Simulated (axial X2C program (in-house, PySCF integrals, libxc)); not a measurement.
**FSeF⁺: bond lengths and stretches, held linear**

An exercise on one series of results from a longer session: the logs are not shown, and one member is left open.

Computed with an in-house X2C program for linear molecules on PySCF integrals. Level: all-electron X2C, two-component (2c) or spin-free, F dyall-av3z, Se dyall-v3z.

All values are calculated.

2 further runs of the same task are left out: 2 set aside as unsound or not needed.

Set-up of the first run:

Contents of task.json:

```json
{
 "zs": [
  9,
  34,
  9
 ],
 "q": 1,
 "bas": [
  "dyall-av3z",
  "dyall-v3z",
  "dyall-av3z"
 ],
 "r0": [
  1.8,
  1.8
 ],
 "symm": 1,
 "scan": [
  "PBE0",
  "HF",
  "BHandHLYP"
 ],
 "levels": [
  "PBE0",
  "HF",
  "r2SCAN"
 ],
 "nst": 2
}
```

Keys: zs atomic numbers; q charge; bas basis sets; r0 starting distance in Å; symm equal bonds; scan levels of the two-bond scan (MP2 follows by itself at each HF point); levels methods; nst determinants followed.

Launch:

```bash
> python solin.py task.json out
```

Masses F 18.998, Se 79.917, F 18.998 u.

Among the steps run: Scan at PBE0, 2c; Scan at HF, 2c; Scan at BHandHLYP, 2c.

One of the session's tables, all rows but one given; the rest of the session is left out.

```
               level  r(F–Se) (Å)  r(Se–F) (Å)  lower stretch (cm⁻¹)  upper stretch (cm⁻¹)
            PBE0, 2c        1.727        1.727                 680.4                 718.5
              HF, 2c        1.685        1.685                 736.9                 759.5
       BHandHLYP, 2c        1.708        1.708                 707.5                 743.1
             MP2, 2c        1.732        1.732                 674.5                 725.9
     PBE0, spin-free        1.726        1.726                 679.8                 716.1
       HF, spin-free        1.685        1.685                 738.4                 759.2
BHandHLYP, spin-free        1.708        1.708                 707.7                 741.7
      MP2, spin-free            ?            ?                     ?                     ?
```

Estimate the missing values for MP2, spin-free.

As computed: r(F–Se) (Å): 1.732; r(Se–F) (Å): 1.732; lower stretch (cm⁻¹): 672.1; upper stretch (cm⁻¹): 722.1.

Scans not shown above were run alike.

Caveats from the session: The molecule was held linear; bending was not examined, so a bent shape may lie lower. Note: functional without a current term on a determinant with orbital currents, of the molecule or an atom.
